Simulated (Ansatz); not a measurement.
# CH8GeSi: small, medium and large basis sets

One table from this session's results is given with a row withheld; the runs are named, their logs left out.

Program: Ansatz 0.2.0, Gaussian basis. Level of theory: one geometry, several basis sets. These are calculated values, not measurements.

The runs, in order: PBE0-D4/def2-SVP; ωB97M-V/def2-SVP; PBE0-D4/def2-QZVPP; ωB97M-V/def2-QZVPP; the functionals' def2-TZVPP values are taken from earlier runs.

## The relaxed structure

The geometry comes from an earlier relaxation with PBE0-D4 in a triple-zeta def2 set; it is a stationary point, not always the lowest conformer.

11 atoms, charge 0, spin multiplicity 1.

Atoms are counted from 1 here; the program's logs count them from 0.

Bond lengths: C1–Si2 1.875 Å, C1–H4 1.092 Å, C1–H5 1.092 Å, C1–H6 1.092 Å, Si2–Ge3 2.380 Å, Si2–H7 1.490 Å, Si2–H8 1.490 Å, Ge3–H9 1.540 Å, Ge3–H10 1.540 Å, Ge3–H11 1.538 Å. Angles: Si2–C1–H4 110.6°, Si2–C1–H5 110.8°, Si2–C1–H6 110.8°, H4–C1–H5 108.2°, H4–C1–H6 108.2°, H5–C1–H6 108.1°, C1–Si2–Ge3 111.3°, C1–Si2–H7 110.3°, C1–Si2–H8 110.3°, Ge3–Si2–H7 108.6°, Ge3–Si2–H8 108.6°, H7–Si2–H8 107.6°, Si2–Ge3–H9 110.8°, Si2–Ge3–H10 110.8°, Si2–Ge3–H11 111.6°, H9–Ge3–H10 107.5°, H9–Ge3–H11 107.9°, H10–Ge3–H11 107.9°.

Set-up of the first run:

Contents of in.yaml:

```yaml
crystal:
  periodic: [false, false, false]
  atoms:
    - {symbol: C, position_ang: [-1.051238, 1.323765, -0.427854]}
    - {symbol: Si, position_ang: [-0.498121, -0.463350, -0.556726]}
    - {symbol: Ge, position_ang: [1.383472, -0.888201, 0.836910]}
    - {symbol: H, position_ang: [-1.914197, 1.506940, -1.072070]}
    - {symbol: H, position_ang: [-0.249532, 2.000546, -0.731008]}
    - {symbol: H, position_ang: [-1.333353, 1.569239, 0.598215]}
    - {symbol: H, position_ang: [-0.132153, -0.790547, -1.963267]}
    - {symbol: H, position_ang: [-1.604265, -1.376688, -0.154769]}
    - {symbol: H, position_ang: [1.050661, -0.593705, 2.311662]}
    - {symbol: H, position_ang: [2.571649, 0.008376, 0.440991]}
    - {symbol: H, position_ang: [1.842277, -2.353373, 0.738418]}
basis:
  gaussian: {orbitals: def2-SVP}
hamiltonian: {xc: pbe0, dispersion: d4}
output: {orbitals: {seedname: orbitals}}
```

Started as:

```console
ansatz run in.yaml --threads 4 --pin off --events-out ev --progress --plain --max-ram 10444MiB
```

Among the steps run: PBE0-D4 in def2-SVP; ωB97M-V in def2-SVP; PBE0-D4 in def2-QZVPP; ωB97M-V in def2-QZVPP.

One table of the session follows, with a row left open; its other results are not shown here.

It belongs to the step «Functionals by basis». 

| functional | basis | HOMO (eV) | LUMO (eV) |
| --- | --- | --- | --- |
| PBE0-D4 | def2-SVP | -7.97 | 0.58 |
| PBE0-D4 | def2-TZVPP | -7.96 | 0.28 |
| PBE0-D4 | def2-QZVPP | ? | ? |
| ωB97M-V | def2-SVP | -9.98 | 2.38 |
| ωB97M-V | def2-TZVPP | -10.00 | 1.88 |
| ωB97M-V | def2-QZVPP | -10.00 | 1.41 |

Estimate the missing values for PBE0-D4, def2-QZVPP.

As computed: HOMO (eV): -7.96; LUMO (eV): 0.09.
